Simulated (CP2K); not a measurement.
# GeH3Cl (chlorogermane) at r2SCAN/def2-TZVP

We compute a single-point energy of GeH3Cl (chlorogermane). 

The calculation is run with CP2K 2026.2.

5 further runs of the same task are left out: 5 that didn't finish.

### Step 1. The molecule

GeH3Cl has 5 atoms, charge 0, and is taken as a singlet. As SMILES, `[Cl][GeH3]`. The shape is that of a PBE0-D4/def2-TZVP optimisation.

Bond lengths: Cl1–Ge2 2.155 Å, Ge2–H3 1.532 Å, Ge2–H4 1.532 Å, Ge2–H5 1.532 Å. Angles: Cl1–Ge2–H3 107.1°, Cl1–Ge2–H4 107.1°, Cl1–Ge2–H5 107.1°, H3–Ge2–H4 111.7°, H3–Ge2–H5 111.7°, H4–Ge2–H5 111.7°.

### Step 2. A single-point energy at r2SCAN/def2-TZVP

Input file job.inp:

```
&GLOBAL
  PROJECT_NAME job
  RUN_TYPE ENERGY
  PRINT_LEVEL MEDIUM
&END
&FORCE_EVAL
  METHOD Quickstep
  &DFT
    BASIS_SET_FILE_NAME ./def2_tzvp.basis
    POTENTIAL_FILE_NAME POTENTIAL
    &QS
      METHOD GAPW
      EPS_DEFAULT 1.0E-10
    &END
    &MGRID
      CUTOFF 280
      REL_CUTOFF 50
      NGRIDS 4
    &END
    &POISSON
      PERIODIC NONE
      POISSON_SOLVER MULTIPOLE
    &END
    &SCF
      SCF_GUESS ATOMIC
      EPS_SCF 1.0E-06
      MAX_SCF 40
      &OT
        MINIMIZER CG
        PRECONDITIONER FULL_SINGLE_INVERSE
        LINESEARCH 3PNT
      &END
      &OUTER_SCF
        EPS_SCF 1.0E-06
        MAX_SCF 10
      &END
    &END
    &XC
      &XC_FUNCTIONAL
        &MGGA_X_R2SCAN
        &END
        &MGGA_C_R2SCAN
        &END
      &END
    &END
    &PRINT
      &MOMENTS
        PERIODIC F
        REFERENCE COM
        MAX_MOMENT 1
      &END
      &MO_CUBES
        NLUMO 1
        NHOMO -1
        WRITE_CUBE F
      &END
      &LOWDIN ON
      &END
      &HIRSHFELD OFF
      &END
      &MO_MOLDEN ON
        NDIGITS 8
        NLUMO 1
      &END
    &END
  &END
  &SUBSYS
    &CELL
      ABC 9.9 9.3 9.4
      PERIODIC NONE
    &END
    &COORD
      Cl     3.519850     4.970300     5.582000
      Ge     5.557450     4.981500     4.880100
      H      5.556050     5.651600     3.502600
      H      6.014650     3.521700     4.800100
      H      6.380150     5.778300     5.897400
    &END
    &KIND Cl
      BASIS_SET def2-TZVP
      POTENTIAL ALL
      LEBEDEV_GRID 194
      RADIAL_GRID 100
    &END
    &KIND Ge
      BASIS_SET def2-TZVP
      POTENTIAL ALL
      LEBEDEV_GRID 194
      RADIAL_GRID 100
    &END
    &KIND H
      BASIS_SET def2-TZVP
      POTENTIAL ALL
      LEBEDEV_GRID 194
      RADIAL_GRID 100
    &END
  &END
&END
```

Command:

```sh
OMP_NUM_THREADS=1 cp2k.psmp job.inp > job.out
```

**Question.** What will come out? Wanted: total energy; dipole moment; HOMO energy; LUMO energy; HOMO–LUMO gap.

**Answer.** As computed:

At r2SCAN/def2-TZVP:

| quantity | value |
| --- | --- |
| total energy | -2539.01087 Eh |
| dipole moment | 1.97 D |
| HOMO energy | -7.74 eV |
| LUMO energy | -0.84 eV |
| HOMO–LUMO gap | 6.91 eV |
